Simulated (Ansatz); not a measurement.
**CCSD(T)/aug-cc-pVDZ run of BNH3Cl (SMILES NBCl)**

What is the electronic atomisation energy of BNH3Cl at CCSD(T)/aug-cc-pVDZ? 

The results are computed with Ansatz 0.2.0.

61 further runs of the same task are left out: 61 set aside as unsound or not needed.

## 1. Starting point

BNH3Cl: 6 atoms, total charge 0, spin state singlet. As SMILES, `NBCl`. Geometry: relaxed at PBE0-D4/def2-TZVP.

Bond lengths: N1–B2 1.383 Å, B2–Cl3 1.768 Å, N1–H4 1.005 Å, N1–H5 1.006 Å, B2–H6 1.191 Å. Angles: N1–B2–Cl3 119.7°, N1–B2–H6 121.5°, Cl3–B2–H6 118.8°, B2–N1–H4 122.2°, B2–N1–H5 123.2°, H4–N1–H5 114.7°.

## 2. The energy at CCSD(T)/aug-cc-pVDZ

Input file input.yaml:

```yaml
crystal:
  periodic: [false, false, false]
  atoms:
    - symbol: N
      position_ang: [-0.395600, -0.007800, -0.658000]
    - symbol: B
      position_ang: [0.369600, -0.158900, 0.483700]
    - symbol: Cl
      position_ang: [0.529900, 1.189300, 1.616000]
    - symbol: H
      position_ang: [-0.511800, -0.749300, -1.326600]
    - symbol: H
      position_ang: [-0.878600, 0.844500, -0.888200]
    - symbol: H
      position_ang: [0.928800, -1.181900, 0.727100]
basis:
  gaussian:
    orbitals: aug-cc-pVDZ
correlation:
  method: ccsd_t
  frozen_orbitals: {B: 1, Cl: 5, H: 0, "N": 1}
accuracy: high
scf:
  omitted_lower_state_checks: [cluster_reference, increment]
```

Launch:

```sh
$ ansatz run input.yaml --threads 1 --pin off --max-ram 3480MiB --events-out events.jsonl --progress --plain --runs-dir runs
```

The log of the run:

```text
Warning: RAYON_NUM_THREADS=1 ignored (pool sized by the plan → 1); use --threads N
Functional definition: HF
  name "HF"
  exchange = exact_x
  correlation = 0
these checks for a lower state are left out or cut short: cluster_reference, increment
1994 factors; integrals over basis functions are off by at most 3.2e-9 eV
mean field evaluation 1: about -14704.9161 eV, gradient 3.4e1 eV
mean field evaluation 2: about -14704.9172 eV, gradient 3.4e1 eV
mean field evaluation 4: about -14707.4378 eV, gradient 2.6e0 eV
mean field evaluation 8: about -14707.4667 eV, gradient 1.0e-4 eV
mean field -14707.46666646 eV, -540.4894309133 hartree, gradient 2.0e-8 eV, S^2 0.000000; 0 other end points of the search recorded, 0 dependent functions left out
7 core orbitals not correlated: weight in the atoms' cores, before any rotation towards them, 1.000 or more for the frozen orbitals, at most 0.000 for the correlated occupied ones
reference -14707.46666646 eV, -540.4894309133 hartree; 9, 9 occupied and 84, 84 virtual orbitals, 1994 factors
second order -11.28414043 eV of doubles, -0.00000000 eV of singles
cycle   1  -11.81596793 eV  change   -5.3e-1 eV  update   7.1e-2
cycle   2  -12.07479210 eV  change   -2.6e-1 eV  update   2.0e-2
cycle   3  -12.12836955 eV  change   -5.4e-2 eV  update   1.0e-2
cycle   4  -12.12444197 eV  change    3.9e-3 eV  update   3.1e-3
cycle   5  -12.12418963 eV  change    2.5e-4 eV  update   1.1e-3
cycle   6  -12.12421734 eV  change   -2.8e-5 eV  update   3.2e-4
cycle   7  -12.12415540 eV  change    6.2e-5 eV  update   1.1e-4
cycle   8  -12.12415510 eV  change    2.9e-7 eV  update   4.3e-5
cycle   9  -12.12415807 eV  change   -3.0e-6 eV  update   1.5e-5
cycle  10  -12.12415357 eV  change    4.5e-6 eV  update   5.5e-6
cycle  11  -12.12415676 eV  change   -3.2e-6 eV  update   1.9e-6
cycle  12  -12.12415808 eV  change   -1.3e-6 eV  update   5.6e-7
cycle  13  -12.12415888 eV  change   -8.0e-7 eV  update   2.0e-7
cycle  14  -12.12415900 eV  change   -1.2e-7 eV  update   6.5e-8
cycle  15  -12.12415896 eV  change    4.2e-8 eV  update   3.0e-8
cycle  16  -12.12415895 eV  change    4.7e-9 eV  update   2.0e-8
cycle  17  -12.12415922 eV  change   -2.7e-7 eV  update   9.7e-8
cycle  18  -12.12415924 eV  change   -2.1e-8 eV  update   2.0e-8
cycle  19  -12.12415925 eV  change   -1.2e-8 eV  update   5.5e-9
cycle  20  -12.12415925 eV  change   -1.4e-9 eV  update   1.9e-9
cycle  21  -12.12415925 eV  change  -8.5e-10 eV  update  5.5e-10
perturbative correction -0.37208003 eV, -0.0136736891 hartree
Total energy: -14719.96290574 eV, -540.9486592369 hartree
Checks for a lower state left out: cluster_reference, increment
```

It took 21 s on 1 thread of Arm Neoverse V1, shared host; peak memory 0.74 GiB.

## 3. The B atom, same level

Input file in.yaml:

```yaml
crystal:
  periodic: [false, false, false]
  atoms:
    - {symbol: B, position_ang: [0.000000, 0.000000, 0.000000]}
basis:
  gaussian:
    orbitals: aug-cc-pVDZ
magnetization:
  spin_polarized: true
  initial_magnetization: 1
correlation:
  method: ccsd_t
  frozen_orbitals: {B: 1}
scf:
  omitted_lower_state_checks: [cluster_reference, increment]
accuracy: high
```

Launch:

```sh
$ ansatz run in.yaml --threads 1 --pin off --max-ram 3480MiB --events-out events.jsonl --progress --plain --runs-dir runs
```

The log of the run:

```text
Warning: RAYON_NUM_THREADS=1 ignored (pool sized by the plan → 1); use --threads N
[... 4 set-up lines as earlier in the session ...]
these checks for a lower state are left out or cut short: cluster_reference, increment
189 factors; integrals over basis functions are off by at most 2.3e-9 eV
mean field evaluation 1: about -667.0356 eV, gradient 4.3e0 eV
mean field evaluation 2: about -667.0357 eV, gradient 4.3e0 eV
mean field evaluation 4: about -667.5087 eV, gradient 3.8e-1 eV
mean field evaluation 8: about -667.5109 eV, gradient 1.5e-3 eV
mean field evaluation 16: about -667.5141 eV, gradient 2.3e-2 eV
mean field evaluation 32: about -662.2698 eV, gradient 1.4e-8 eV
mean field evaluation 64: about -667.5109 eV, gradient 2.6e-2 eV
mean field evaluation 96: about -667.5109 eV, gradient 9.4e-6 eV
mean field evaluation 128: about -667.5109 eV, gradient 8.1e-8 eV
mean field -667.51091781 eV, -24.5305737743 hartree, gradient 8.1e-8 eV, S^2 0.760586; 11 other end points of the search recorded, 0 dependent functions left out
1 core orbitals not correlated: weight in the atoms' cores, before any rotation towards them, 1.000 or more for the frozen orbitals, at most 0.000 for the correlated occupied ones
reference -667.51091781 eV, -24.5305737743 hartree; 2, 1 occupied and 20, 21 virtual orbitals, 189 factors
second order -1.00872129 eV of doubles, -0.00000000 eV of singles
cycle   1  -1.35868659 eV  change   -3.5e-1 eV  update   6.4e-2
cycle   2  -1.60606921 eV  change   -2.5e-1 eV  update   3.1e-2
cycle   3  -1.61854935 eV  change   -1.2e-2 eV  update   6.5e-3
cycle   4  -1.62398071 eV  change   -5.4e-3 eV  update   1.2e-3
cycle   5  -1.62172611 eV  change    2.3e-3 eV  update   2.6e-4
cycle   6  -1.62240651 eV  change   -6.8e-4 eV  update   8.7e-5
cycle   7  -1.62235724 eV  change    4.9e-5 eV  update   2.1e-5
cycle   8  -1.62231891 eV  change    3.8e-5 eV  update   4.6e-6
cycle   9  -1.62233552 eV  change   -1.7e-5 eV  update   1.8e-6
cycle  10  -1.62233177 eV  change    3.8e-6 eV  update   5.2e-7
cycle  11  -1.62233206 eV  change   -2.9e-7 eV  update   1.1e-7
cycle  12  -1.62233213 eV  change   -7.0e-8 eV  update   4.0e-8
cycle  13  -1.62233202 eV  change    1.0e-7 eV  update   3.1e-8
cycle  14  -1.62233204 eV  change   -1.2e-8 eV  update   2.0e-8
cycle  15  -1.62233212 eV  change   -8.1e-8 eV  update   2.8e-8
cycle  16  -1.62233218 eV  change   -5.8e-8 eV  update   1.0e-8
cycle  17  -1.62233218 eV  change   1.2e-10 eV  update   2.4e-9
cycle  18  -1.62233218 eV  change  -1.7e-10 eV  update  6.5e-10
cycle  19  -1.62233218 eV  change   1.8e-10 eV  update  2.3e-10
cycle  20  -1.62233218 eV  change   3.0e-10 eV  update  1.0e-10
perturbative correction -0.02472289 eV, -0.0009085496 hartree
Total energy: -669.15797288 eV, -24.5911019317 hartree
Checks for a lower state left out: cluster_reference, increment
```

Run time: 0.3 s. Hardware: 1 thread of Arm Neoverse V1, shared host.

## 4. The Cl atom, same level

Input file job.yaml:

```yaml
crystal:
  periodic: [false, false, false]
  atoms:
    - {symbol: Cl, position_ang: [0.000000, 0.000000, 0.000000]}
basis:
  gaussian:
    orbitals: aug-cc-pVDZ
magnetization:
  spin_polarized: true
  initial_magnetization: 1
correlation:
  method: ccsd_t
  frozen_orbitals: {Cl: 5}
accuracy: high
scf:
  omitted_lower_state_checks: [cluster_reference, increment]
```

Launch:

```sh
$ ansatz run job.yaml --threads 1 --pin off --max-ram 3480MiB --events-out events.jsonl --progress --plain --runs-dir runs
```

The log of the run:

```text
Warning: RAYON_NUM_THREADS=1 ignored (pool sized by the plan → 1); use --threads N
[... 4 set-up lines as earlier in the session ...]
these checks for a lower state are left out or cut short: cluster_reference, increment
231 factors; integrals over basis functions are off by at most 3.0e-9 eV
mean field evaluation 1: about -12502.7333 eV, gradient 4.5e0 eV
mean field evaluation 2: about -12502.7361 eV, gradient 4.5e0 eV
mean field evaluation 4: about -12502.8897 eV, gradient 3.6e-1 eV
mean field evaluation 8: about -12502.8913 eV, gradient 3.0e-3 eV
mean field evaluation 16: about -12501.7426 eV, gradient 9.6e0 eV
mean field evaluation 32: about -12502.8913 eV, gradient 8.4e-3 eV
mean field -12502.89132139 eV, -459.4727812969 hartree, gradient 6.6e-8 eV, S^2 0.757175; 3 other end points of the search recorded, 0 dependent functions left out
5 core orbitals not correlated: weight in the atoms' cores, before any rotation towards them, 1.000 or more for the frozen orbitals, at most 0.000 for the correlated occupied ones
reference -12502.89132139 eV, -459.4727812969 hartree; 4, 3 occupied and 18, 19 virtual orbitals, 231 factors
second order -3.24818516 eV of doubles, -0.00000000 eV of singles
cycle   1  -3.63190907 eV  change   -3.8e-1 eV  update   3.5e-2
cycle   2  -3.72483375 eV  change   -9.3e-2 eV  update   1.1e-2
cycle   3  -3.73224542 eV  change   -7.4e-3 eV  update   2.7e-3
cycle   4  -3.73202894 eV  change    2.2e-4 eV  update   6.9e-4
cycle   5  -3.73200911 eV  change    2.0e-5 eV  update   2.9e-4
cycle   6  -3.73203193 eV  change   -2.3e-5 eV  update   8.2e-5
cycle   7  -3.73203815 eV  change   -6.2e-6 eV  update   1.6e-5
cycle   8  -3.73203643 eV  change    1.7e-6 eV  update   4.0e-6
cycle   9  -3.73203589 eV  change    5.3e-7 eV  update   8.8e-7
cycle  10  -3.73203605 eV  change   -1.6e-7 eV  update   2.2e-7
cycle  11  -3.73203602 eV  change    3.7e-8 eV  update   5.9e-8
cycle  12  -3.73203602 eV  change   -7.8e-9 eV  update   1.6e-8
cycle  13  -3.73203601 eV  change    1.0e-8 eV  update   9.5e-9
cycle  14  -3.73203595 eV  change    6.3e-8 eV  update   1.7e-8
cycle  15  -3.73203595 eV  change    2.6e-9 eV  update   4.3e-9
cycle  16  -3.73203595 eV  change   -1.6e-9 eV  update  7.6e-10
cycle  17  -3.73203595 eV  change  -4.3e-10 eV  update  2.3e-10
perturbative correction -0.06232775 eV, -0.0022905027 hartree
Total energy: -12506.68568509 eV, -459.6122215911 hartree
Checks for a lower state left out: cluster_reference, increment
```

Wall time 0.42 s (1 thread of Arm Neoverse V1, shared host).

## 5. The H atom: a single-point energy at UHF/aug-cc-pVDZ

Input file job.yaml:

```yaml
basis:
  gaussian:
    orbitals: aug-cc-pVDZ
crystal:
  periodic: [false, false, false]
  atoms:
    - {symbol: H, position_ang: [0.000000, 0.000000, 0.000000]}
magnetization:
  spin_polarized: true
  initial_magnetization: 1
hamiltonian:
  xc: hf
accuracy: high
```

Run the same way, it converges to -0.49933 Eh (log not shown).

## 6. The N atom, same level

Input file input.yaml:

```yaml
crystal:
  periodic: [false, false, false]
  atoms:
    - {symbol: "N", position_ang: [0.000000, 0.000000, 0.000000]}
basis:
  gaussian: {orbitals: aug-cc-pVDZ}
magnetization: {spin_polarized: true, initial_magnetization: 3}
correlation: {method: ccsd_t, frozen_orbitals: {"N": 1}}
accuracy: high
scf: {omitted_lower_state_checks: [cluster_reference, increment]}
```

Launch:

```sh
$ ansatz run input.yaml --threads 1 --pin off --max-ram 3480MiB --events-out events.jsonl --progress --plain --runs-dir runs
```

The log of the run:

```text
Warning: RAYON_NUM_THREADS=1 ignored (pool sized by the plan → 1); use --threads N
[... 4 set-up lines as earlier in the session ...]
these checks for a lower state are left out or cut short: cluster_reference, increment
194 factors; integrals over basis functions are off by at most 2.5e-9 eV
mean field evaluation 1: about -1480.0088 eV, gradient 4.1e0 eV
mean field evaluation 2: about -1480.0106 eV, gradient 4.0e0 eV
mean field evaluation 4: about -1480.1141 eV, gradient 1.1e-1 eV
mean field evaluation 8: about -1480.1139 eV, gradient 5.8e-5 eV
mean field -1480.11392236 eV, -54.3931833896 hartree, gradient 9.3e-9 eV, S^2 3.757072; 0 other end points of the search recorded, 0 dependent functions left out
1 core orbitals not correlated: weight in the atoms' cores, before any rotation towards them, 1.000 or more for the frozen orbitals, at most 0.000 for the correlated occupied ones
reference -1480.11392236 eV, -54.3931833896 hartree; 4, 1 occupied and 18, 21 virtual orbitals, 194 factors
second order -2.04058717 eV of doubles, -0.00000000 eV of singles
cycle   1  -2.40135835 eV  change   -3.6e-1 eV  update   3.4e-2
cycle   2  -2.51086795 eV  change   -1.1e-1 eV  update   1.2e-2
cycle   3  -2.51769851 eV  change   -6.8e-3 eV  update   3.7e-3
cycle   4  -2.51745223 eV  change    2.5e-4 eV  update   9.4e-4
cycle   5  -2.51764653 eV  change   -1.9e-4 eV  update   3.7e-4
cycle   6  -2.51769310 eV  change   -4.7e-5 eV  update   9.3e-5
cycle   7  -2.51772371 eV  change   -3.1e-5 eV  update   1.4e-5
cycle   8  -2.51771562 eV  change    8.1e-6 eV  update   2.7e-6
cycle   9  -2.51771776 eV  change   -2.1e-6 eV  update   4.7e-7
cycle  10  -2.51771779 eV  change   -2.9e-8 eV  update   8.1e-8
cycle  11  -2.51771780 eV  change   -4.4e-9 eV  update   1.7e-8
cycle  12  -2.51771779 eV  change    6.2e-9 eV  update   6.9e-9
cycle  13  -2.51771785 eV  change   -5.7e-8 eV  update   1.2e-8
cycle  14  -2.51771786 eV  change   -1.1e-8 eV  update   2.7e-9
cycle  15  -2.51771786 eV  change  -1.1e-10 eV  update  6.2e-10
perturbative correction -0.03466036 eV, -0.0012737448 hartree
Total energy: -1482.66630059 eV, -54.4869815592 hartree
Checks for a lower state left out: cluster_reference, increment
```

It took 0.26 s on 1 thread of Arm Neoverse V1, shared host.

## 7. Summary of results

At CCSD(T)/aug-cc-pVDZ, 7 core orbitals frozen:

```
                                             quantity          value
                               molecule: total energy  -540.94866 Eh
molecule: correlation energy (7 core orbitals frozen)     -459.2 mEh
                             molecule: (T) correction     -13.67 mEh
                              molecule: T1 diagnostic          0.012
                                 B atom: total energy   -24.59110 Eh
   B atom: correlation energy (1 core orbital frozen)      -60.5 mEh
                               B atom: (T) correction      -0.91 mEh
            B atom: ⟨S²⟩ of the reference determinant          0.761
                                B atom: T1 diagnostic          0.014
                                Cl atom: total energy  -459.61222 Eh
 Cl atom: correlation energy (5 core orbitals frozen)     -139.4 mEh
                              Cl atom: (T) correction      -2.29 mEh
           Cl atom: ⟨S²⟩ of the reference determinant          0.757
                               Cl atom: T1 diagnostic          0.007
                                 H atom: total energy    -0.49933 Eh
                                         H atom: ⟨S²⟩          0.750
                                 N atom: total energy   -54.48698 Eh
   N atom: correlation energy (1 core orbital frozen)      -93.8 mEh
                               N atom: (T) correction      -1.27 mEh
            N atom: ⟨S²⟩ of the reference determinant          3.757
                                N atom: T1 diagnostic          0.008
                        electronic atomisation energy      20.690 eV
```

In words: Taking the molecule apart into free atoms costs 20.69 eV (477 kcal/mol), before zero-point energy and without spin-orbit coupling. The triples (molecule) make up 3.0 % of the correlation energy. The triples (B atom) make up 1.5 % of the correlation energy. The triples (Cl atom) make up 1.6 % of the correlation energy. The triples (N atom) make up 1.4 % of the correlation energy.
